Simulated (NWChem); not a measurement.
**One shape, several levels: quartet AlClOF**

We compute a comparison of 6 runs (UHF/STO-3G, UHF/6-311+G**, UB3LYP/6-31G*, UB3LYP/6-311+G**, UPBE0/6-311+G**, UMP2/6-311+G**) of quartet AlClOF. 

Program for the calculation: NWChem 7.3.0.

3 further runs of the same task are left out: 1 that didn't finish, 2 set aside as unsound or not needed.

## (1) Starting point

AlClOF: 4 atoms, total charge 0, spin state quartet. As SMILES of the parent species, `[O][Al]([F])[Cl]`. The shape is that of a PBE0-D4/def2-TZVP optimisation. That shape belongs to the parent species and isn't relaxed for this state.

Bond lengths: O1–Al2 1.724 Å, Al2–F3 1.632 Å, Al2–Cl4 2.063 Å. Angles: O1–Al2–F3 118.6°, O1–Al2–Cl4 118.4°, F3–Al2–Cl4 122.9°.

## (2) A single-point energy at UHF/STO-3G (run 1)

Input file alclfo.xyz:

```xyz
4

O      0.993300     0.591700     1.294800
Al     0.061900    -0.095200     0.016700
F      0.278100    -1.671200    -0.348900
Cl    -1.277700     1.114400    -0.982900
```

Input file run.py:

```python
from ase.io import read
from ase.calculators.nwchem import NWChem

atoms = read('alclfo.xyz')

calc = NWChem(
    label='alclfo',
    theory='scf',
    memory='2200 mb',
    basis='STO-3G',
    basispar='spherical bse',
    scf={'nopen': '3', 'uhf': None, 'thresh': '1e-08', 'maxiter': '80'},
    task='energy',
)
atoms.calc = calc

print(f"energy = {atoms.get_potential_energy():.6f} eV")
```

Command:

```sh
$ export ASE_NWCHEM_COMMAND="nwchem PREFIX.nwi > PREFIX.nwo"
$ python run.py
```

The log of the run:

```text
energy = -23548.019710 eV
```

The calculator wrote alclfo.nwi:

```
title "alclfo"

permanent_dir alclfo

scratch_dir alclfo

start alclfo

geometry units angstrom nocenter noautosym noautoz
  O  9.9329999999999996e-01 5.9170000000000000e-01 1.2948000000000000e+00
  Al 6.1899999999999997e-02 -9.5200000000000007e-02 1.6700000000000000e-02
  F  2.7810000000000001e-01 -1.6712000000000000e+00 -3.4889999999999999e-01
  Cl -1.2777000000000001e+00 1.1144000000000001e+00 -9.8290000000000000e-01
end

memory 2200 mb

basis spherical bse noprint
   * library STO-3G
end

scf
  nopen 3
  uhf
  thresh 1e-08
  maxiter 80
end

task scf energy
```

alclfo.nwo:

```text
Northwest Computational Chemistry Package (NWChem) 7.3.0
             --------------------------------------------------------

           Job information
           ---------------

    nwchem branch   = 7.3.0
    use scalapack   = T
    input           = alclfo.nwi
    prefix          = alclfo.
    data base       = alclfo/alclfo.db
    status          = startup
    nproc           =        1

           Memory information
           ------------------

    heap     =     72089600 doubles =      550.0 Mbytes
    stack    =     72089597 doubles =      550.0 Mbytes
    global   =    144179200 doubles =     1100.0 Mbytes (distinct from heap & stack)
    total    =    288358397 doubles =     2200.0 Mbytes
    verify   = yes
    hardfail = no

[... 121 lines left out ...]
         Quadratically convergent UHF
[... 14 lines left out ...]
  ga_iter_lsolve: convergence stagnant ... aborting solve
[... 13 lines left out ...]
      One electron energy =  -1581.083103108735
[... 9 lines left out ...]
          Final alpha eigenvalues
[... 194 lines left out ...]
                     UHF Final Beta Molecular Orbital Analysis
[... 160 lines left out ...]
   Mulliken analysis of the spin density
   -------------------------------------

    Atom       Charge   Shell Charges
 -----------   ------   -------------------------------------------------------
    1 O    8     2.09   0.00  0.03  2.06
    2 Al  13     0.60   0.00  0.01 -0.00  0.61 -0.01
    3 F    9     0.16   0.00  0.01  0.15
    4 Cl  17     0.15   0.00  0.00  0.00  0.01  0.14

       Multipole analysis of the density wrt the origin
       ------------------------------------------------

     L   x y z        total         alpha         beta         nuclear
     -   - - -        -----         -----         ----         -------
     0   0 0 0     -0.000000    -25.000000    -22.000000     47.000000

     1   1 0 0      1.608585      8.781617     12.606541    -19.779573
[... 8 lines of this table left out ...]
     2   0 0 2    -21.445835    -73.493057    -58.423059    110.470281

 Task  times  cpu:        3.7s     wall:        3.7s
 Total times  cpu:        3.7s     wall:        3.7s
```

Wall time 4.8 s (1 thread of AMD EPYC 9R45 (Zen 5), shared host); peak memory 0.098 GiB.

## (3) A single-point energy at UHF/6-311+G(d,p) (run 2)

Input file a.nw:

```
start a
title "AlClFO"
memory total 2200 mb
charge 0

geometry units atomic noautosym nocenter noautoz
 O    1.87706496   1.11815095   2.44681739
 Al   0.11697405  -0.17990193   0.03155843
 F    0.52553284  -3.15811030  -0.65932544
 Cl  -2.41450307   2.10591079  -1.85741181
end

basis spherical bse
 * library 6-311+G**
end

scf
 quartet
 uhf
 thresh 1e-08
 maxiter 80
 print medium
end

task scf
```

Command:

```sh
$ nwchem a.nw > a.out
```

The log of the run:

```text
[...]
  functions       =   104
[...]
  wavefunction    = UHF
[...]
         Total SCF energy =   -875.709019123649
      One electron energy =  -1585.936519365419
      Two electron energy =    523.521846663210
 Nuclear repulsion energy =    186.705653578560
                       Sz =      1.5000
                 Sz(Sz+1) =      3.7500
                      S^2 =      3.7618
[...]
```

Wall time 90 s (1 thread of AMD EPYC 9R45 (Zen 5), shared host); peak memory 0.1 GiB.

## (4) A single-point energy at UB3LYP/6-31G(d) (Cartesian functions) (run 3)

Input file run.py:

```python
from ase import Atoms
from ase.calculators.nwchem import NWChem

molecule = Atoms(['O', 'Al', 'F', 'Cl'], positions=[
    [0.993300, 0.591700, 1.294800],
    [0.061900, -0.095200, 0.016700],
    [0.278100, -1.671200, -0.348900],
    [-1.277700, 1.114400, -0.982900],
])

calc = NWChem(
    label='m1',
    theory='dft',
    memory='2200 mb',
    basis='6-31G*',
    dft={'xc': 'b3lyp', 'mult': '4', 'grid': 'xfine', 'convergence': 'energy 1e-08', 'iterations': '100', 'mulliken': None},
    task='energy',
)
molecule.calc = calc

print(f"energy = {molecule.get_potential_energy():.6f} eV")
```

Command:

```sh
$ export ASE_NWCHEM_COMMAND="nwchem PREFIX.nwi > PREFIX.nwo"
$ python run.py
```

The log of the run:

```text
energy = -23879.738545 eV
```

The calculator wrote m1.nwi:

```
title "m1"

permanent_dir m1

scratch_dir m1

start m1

geometry units angstrom nocenter noautosym noautoz
  O  9.9329999999999996e-01 5.9170000000000000e-01 1.2948000000000000e+00
  Al 6.1899999999999997e-02 -9.5200000000000007e-02 1.6700000000000000e-02
  F  2.7810000000000001e-01 -1.6712000000000000e+00 -3.4889999999999999e-01
  Cl -1.2777000000000001e+00 1.1144000000000001e+00 -9.8290000000000000e-01
end

memory 2200 mb

basis noprint
   * library 6-31G*
end

dft
  xc b3lyp
  mult 4
  grid xfine
  convergence energy 1e-08
  iterations 100
  mulliken
end

task dft energy
```

m1.nwo:

```text
Northwest Computational Chemistry Package (NWChem) 7.3.0
             --------------------------------------------------------

           Job information
           ---------------

    nwchem branch   = 7.3.0
    use scalapack   = T
    input           = m1.nwi
    prefix          = m1.
    data base       = m1/m1.db
    status          = startup
    nproc           =        1

           Memory information
           ------------------

    heap     =     72089600 doubles =      550.0 Mbytes
    stack    =     72089597 doubles =      550.0 Mbytes
    global   =    144179200 doubles =     1100.0 Mbytes (distinct from heap & stack)
    total    =    288358397 doubles =     2200.0 Mbytes
    verify   = yes
    hardfail = no

[... 94 lines left out ...]
  convergence criterion.
[... 17 lines left out ...]
          Convergence on gradient requested:  5.00D-04
[... 27 lines left out ...]
          Convergence aids based upon iterative change in
[... 28 lines left out ...]
 1-e energy   =   -1585.733820
[... 69 lines left out ...]
         Total DFT energy =     -877.564212418229
[... 2 lines left out ...]
    Exchange-Corr. energy =      -65.975582297146
[... 484 lines left out ...]
                     DFT Final Beta Molecular Orbital Analysis
[... 557 lines left out ...]
 center of mass
 --------------
 x =  -0.42569537 y =   0.27513832 z =  -0.38671478

 moments of inertia (a.u.)
 ------------------
         568.287655498837         164.981000768770        -207.845259641365
         164.981000768770         458.456547750173          43.300994663886
        -207.845259641365          43.300994663886         606.364555838740

     Multipole analysis of the density
     ---------------------------------

     L   x y z        total         alpha         beta         nuclear
     -   - - -        -----         -----         ----         -------
     0   0 0 0     -0.000000    -25.000000    -22.000000     47.000000

     1   1 0 0     -0.023723      8.861709     10.894141    -19.779573
[... 8 lines of this table left out ...]
     2   0 0 2    -25.737967    -76.482340    -59.725907    110.470281

 Task  times  cpu:       17.5s     wall:       17.5s
 Total times  cpu:       17.5s     wall:       17.5s
```

It took 19 s on 1 thread of AMD EPYC 9R45 (Zen 5), shared host; peak memory 0.12 GiB.

Runs 4 to 5 aren't shown in full; the table further down has their settings and results.

## (5) The energy at UMP2/6-311+G(d,p) (run 6)

Input file test.nw:

```
start test
memory total 2200 mb

geometry units angstroms noautosym nocenter noautoz
  O      0.993300     0.591700     1.294800
  Al     0.061900    -0.095200     0.016700
  F      0.278100    -1.671200    -0.348900
  Cl    -1.277700     1.114400    -0.982900
end

basis spherical bse
  * library 6-311+G**
end

scf
  quartet
  uhf
  thresh 1e-08
  maxiter 80
  print low
end

mp2
  freeze core 12
  tight
end

task mp2
```

Command:

```sh
$ nwchem test.nw > test.out
```

The log of the run:

```text
[...]
  functions       =   104
[...]
  wavefunction    = UHF
[...]
         Total SCF energy =   -875.709019083073
      One electron energy =  -1585.936545380262
      Two electron energy =    523.521859206841
 Nuclear repulsion energy =    186.705667090348
                       Sz =      1.5000
                 Sz(Sz+1) =      3.7500
                      S^2 =      3.7618
[...]
          Total MP2 energy          -876.226290942212
[...]
```

Run time: 93 s. Hardware: 1 thread of AMD EPYC 9R45 (Zen 5), shared host; peak memory 0.3 GiB.

## (6) Overview of the runs

```tsv
run	level	Cartesian functions	iteration cap	energy (Eh)	dipole moment (D)	HOMO energy (eV)	⟨S²⟩	wall time
1	UHF/STO-3G	no	80	-865.373770	6.01	-0.62	3.760	4.8 s
2	UHF/6-311+G**	no	80	-875.709019	4.03	-5.59	3.762	90 s
3	UB3LYP/6-31G* (Cartesian functions)	yes	100	-877.564212	1.63	-3.37	3.759	19 s
4	UB3LYP/6-311+G**	no	100	-877.677547	2.10	-3.75	3.760	22 s
5	UPBE0/6-311+G**	no	100	-877.196122	2.16	-3.93	3.762	23 s
6	UMP2/6-311+G**	no	80	-876.226291	–	–	3.762	93 s
```

## (7) What came out

```
                                           quantity          value
                                run 6: total energy  -876.22629 Eh
run 6: correlation energy (12 core orbitals frozen)     -517.3 mEh
           run 6: ⟨S²⟩ of the reference determinant          3.762
```

**Reading.** Over runs 1, 2, 3, 4, 5 the dipole moment (its size) runs from 1.63 D (UB3LYP/6-31G*) to 6.01 D (UHF/STO-3G). The two ends differ in method and basis. Totals of different functionals can't be ranked against each other. In run 1 the basis is minimal, so the values are rough. All runs together took 4.2 min, the longest 93 s.
